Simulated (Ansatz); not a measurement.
**CH₈O₄Si₂: up Jacob's ladder to CCSD(T)**

An exercise on one series of results from a longer session: the logs are not shown, and one member is left open.

Program: Ansatz 0.2.0, Gaussian basis. Level of theory: functionals in def2-TZVPP, the program's frozen cores in correlated methods. These are calculated values, not measurements.

Plan: PBE-D4, r2SCAN-D4, PBE0-D4, B3LYP-D4, ωB97X-V, ωB97M-V, B2PLYP; CCSD(T)/def2-TZVPP; MP2/def2-QZVPP; extrapolation to the limit.

## The relaxed structure

The geometry comes from an earlier relaxation with PBE0-D4 in a triple-zeta def2 set; it is a stationary point, not always the lowest conformer.

SMILES `CO[SiH](O)O[SiH2]O`, 15 atoms, charge 0, spin multiplicity 1.

Atoms are counted from 1 here; the program's logs count them from 0.

Bond lengths: C1–O2 1.415 Å, C1–H8 1.093 Å, C1–H9 1.091 Å, C1–H10 1.095 Å, O2–Si3 1.638 Å, Si3–O4 1.633 Å, Si3–O5 1.618 Å, Si3–H11 1.478 Å, O4–H12 0.957 Å, O5–Si6 1.647 Å, Si6–O7 1.634 Å, Si6–H13 1.485 Å, Si6–H14 1.478 Å, O7–H15 0.964 Å. Angles: O2–C1–H8 111.0°, O2–C1–H9 108.2°, O2–C1–H10 111.1°, H8–C1–H9 109.0°, H8–C1–H10 109.0°, H9–C1–H10 108.5°, C1–O2–Si3 123.7°, O2–Si3–O4 106.4°, O2–Si3–O5 106.1°, O2–Si3–H11 112.0°, O4–Si3–O5 113.3°, O4–Si3–H11 110.0°, O5–Si3–H11 109.1°, Si3–O4–H12 118.8°, Si3–O5–Si6 136.4°, O5–Si6–O7 110.1°, O5–Si6–H13 107.5°, O5–Si6–H14 108.8° and more.

The first run:

Contents of in.yaml:

```yaml
crystal:
  periodic: [false, false, false]
  atoms:
    - {symbol: C, position_ang: [-0.155451, 2.322753, -0.132167]}
    - {symbol: O, position_ang: [0.143825, 0.955025, 0.072407]}
    - {symbol: Si, position_ang: [-0.986650, -0.180740, 0.411943]}
    - {symbol: O, position_ang: [-2.144903, -0.033115, -0.729312]}
    - {symbol: O, position_ang: [-0.219501, -1.604560, 0.363284]}
    - {symbol: Si, position_ang: [1.274963, -2.139763, -0.074421]}
    - {symbol: O, position_ang: [2.390734, -0.977287, 0.199455]}
    - {symbol: H, position_ang: [-0.869315, 2.449262, -0.950054]}
    - {symbol: H, position_ang: [0.770841, 2.839183, -0.386414]}
    - {symbol: H, position_ang: [-0.568070, 2.776194, 0.774906]}
    - {symbol: H, position_ang: [-1.574064, 0.006805, 1.755383]}
    - {symbol: H, position_ang: [-2.968358, -0.508050, -0.614585]}
    - {symbol: H, position_ang: [1.211575, -2.517522, -1.508683]}
    - {symbol: H, position_ang: [1.627027, -3.307890, 0.760519]}
    - {symbol: H, position_ang: [2.067357, -0.080294, 0.057739]}
basis:
  gaussian: {orbitals: def2-TZVPP}
hamiltonian: {xc: pbe, dispersion: d4}
output: {forces: true, orbitals: {seedname: orbitals}}
```

On the command line:

```sh
$ ansatz run in.yaml --threads 2 --pin off --events-out ev --progress --plain --max-ram 22528MiB --backend cuda --devices 0, --max-vram 18GiB
```

Among the steps run: PBE-D4 (GGA); r2SCAN-D4 (meta-GGA); PBE0-D4 (hybrid); B3LYP-D4 (hybrid); ωB97X-V (range-separated); ωB97M-V (range-separated); B2PLYP (double hybrid); CCSD(T) in def2-TZVPP; MP2 in def2-QZVPP.

One of the session's tables, all rows but one given; the rest of the session is left out.

It belongs to the step «Atomisation energies». 

```
            method  atomisation energy (kcal/mol)
            PBE-D4                         1421.7
         r2SCAN-D4                         1413.8
           PBE0-D4                         1395.4
          B3LYP-D4                         1407.2
           ωB97X-V                         1416.9
           ωB97M-V                         1417.5
            B2PLYP                         1397.3
     HF/def2-TZVPP                              ?
    MP2/def2-TZVPP                         1411.3
   CCSD/def2-TZVPP                         1359.6
CCSD(T)/def2-TZVPP                         1379.1
           MP2/CBS                         1453.5
       CCSD(T)/CBS                         1421.4
```

Estimate the missing values for HF/def2-TZVPP.

**Answer.** atomisation energy (kcal/mol): 1024.6. In the column «atomisation energy (kcal/mol)» it is the lowest.

Limits of these values: Free atoms (1 C, 4 O, 2 Si, 8 H) were run apart at each level; the atomisation energy is their sum less the molecule, without zero-point or spin-orbit terms.
